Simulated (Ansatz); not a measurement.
# RuGe+ (sextet): from Hartree-Fock to the top rungs, def2-SVP

One table from this session's results is given with a row withheld; the runs are named, their logs left out.

Program: Ansatz 0.2.0, Gaussian basis. Level of theory: def2-SVP, core rule «outside noble gas», up to 18 orbitals frozen. These are calculated values, not measurements.

Plan: UHF; CCSD(T) on ROHF; CCSD(T) on UHF; CISD; CCSDT(Q) on ROHF; CCSDT(Q) on UHF; CASSCF and MRCISD+Q, 11 electrons in 10 orbitals; CASSCF and NEVPT4(SD), 11 electrons in 10 orbitals; CASSCF and NEVPT2, 11 electrons in 10 orbitals.

12 further runs of the same task are left out: 2 that didn't finish, 10 set aside as unsound or not needed.

### What is computed

The geometry is a PBE0/def2-TZVP stationary point (not a proven minimum) of the parent state, kept for this charge and spin. No spin-orbit coupling is included. Elements past krypton take def2 core potentials. The filled d shell of Ge may be among the frozen orbitals whatever the setting's name suggests; the logs give the count.

2 atoms, charge 1, spin multiplicity 6.

Atoms are counted from 1 here; the program's logs count them from 0.

Bond lengths: Ru1–Ge2 2.274 Å.

The first run:

The input, in.yaml:

```yaml
crystal:
  periodic: [false, false, false]
  atoms:
    - {symbol: Ru, position_ang: [0.000000, 0.000000, 0.000000]}
    - {symbol: Ge, position_ang: [0.000000, 0.000000, 2.274400]}
basis:
  gaussian: {orbitals: def2-SVP}
total_charge: 1
magnetization: {spin_polarized: true, initial_magnetization: 5}
hamiltonian: {xc: hf}
output: {orbitals: {seedname: orbitals}}
```

Started as:

```
ansatz run in.yaml --threads 1 --pin off --events-out ev --progress --plain --max-ram 2393MiB
```

Steps of the session up to this table: UHF; CCSD(T) on ROHF; CCSD(T) on UHF; CISD; CCSDT(Q) on ROHF; CCSDT(Q) on UHF; CASSCF and MRCISD+Q, 11 electrons in 10 orbitals; CASSCF and NEVPT4(SD), 11 electrons in 10 orbitals; CASSCF and NEVPT2, 11 electrons in 10 orbitals.

One table of the session follows, with a row left open; its other results are not shown here.

| method | from RCCSDT(Q) (meV) |
| --- | --- |
| ROHF | +5734.7 |
| UHF | +5479.0 |
| RMP2 | +864.7 |
| UMP2 | +762.4 |
| CISD | +674.6 |
| RCCSD | +295.6 |
| UCCSD | +212.0 |
| RCCSD(T) | +59.6 |
| UCCSD(T) | -16.2 |
| RCCSDT | +8.4 |
| UCCSDT | ? |
| RCCSDT(Q) | 0 |
| UCCSDT(Q) | -80.5 |
| CASSCF valence | +4636.3 |
| NEVPT2 valence | +870.4 |
| NEVPT4(SD) valence | +113.7 |
| MRCISD valence | +378.5 |
| MRCISD+Q valence | +64.5 |

Q: Estimate the row for UCCSDT from the others.

**Answer.** from RCCSDT(Q) (meV): -65.8. In the column «from RCCSDT(Q) (meV)» it lies between UCCSDT(Q) (-80.5) and UCCSD(T) (-16.2).

Caveats from the session: Warnings: coupled cluster took another determinant than the lowest. Restricted and unrestricted rows rest on different reference determinants; where their highest levels disagree by more than a few hundredths of an eV, they describe different states and don't form one ladder.
